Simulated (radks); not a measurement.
# Ionisation of Ar³⁺: one atom, several choices of functional

The task here is to estimate one member of a computed series from the others.

The numbers are computed with radks (a radial shooting solver on a logarithmic mesh, Libxc functionals) version 1 (scalar-relativistic Kohn-Sham, spin-polarised, spherical densities, finite nucleus; open shells are filled with parallel spins first), except any that are marked as measured or tabulated.

16 further runs of the same task are left out: 16 set aside as unsound or not needed.

## The system

- element: argon (Z = 18)
- charge: +3
- electrons: 15
- configuration: [Ne] 3s2 3p3
- ion: Ar⁴⁺, [Ne] 3s2 3p2
- choices: r2SCAN; exchange-only r2SCAN; TASK exchange with Perdew-Wang LDA correlation

The outer shells:

Ar³⁺
```
[Ne] core
3s [↑↓]
3p [↑ ][↑ ][↑ ]
```

Ar⁴⁺
```
[Ne] core
3s [↑↓]
3p [↑ ][↑ ][  ]
```

The first run:

The run's settings:

```text
Z 18
configuration [Ne] 3s2 3p3
relativity scalar-relativistic
functional r2scan,r2scan
spin polarised
nucleus finite rms 3.4274 fm
c 137.035999084
```

Launch:

```sh
> python run_ks.py task.json out
```

This one command runs every case of the session in turn.

Steps of the session up to this table: r2SCAN: Ar³⁺.

One table of the session follows, with a row left open; its other results are not shown here.

It belongs to the step «r2SCAN: Ar³⁺». Radial moments (bohr):

```
  level     <r>  outermost maximum (interpolated)  90 % within  nodes
  2s up  0.4118                             0.338        0.642      1
2s down  0.4118                             0.338        0.642      1
  2p up  0.3750                             0.280        0.620      0
2p down  0.3751                             0.281        0.620      0
  3s up       ?                                 ?            ?      ?
3s down   1.305                              1.13         1.94      2
  3p up   1.385                              1.20         2.09      1
3p down   1.411                              1.20         2.14      1
```

Estimate the missing values for 3s up.

**Answer.** <r>: 1.288; outermost maximum (interpolated): 1.13; 90 % within: 1.91; nodes: 2. In the column «<r>» it lies between 2s down (0.4118) and 3s down (1.305).

To keep in mind: Open shells are spherical and high-spin; term and fine-structure splittings are not resolved.
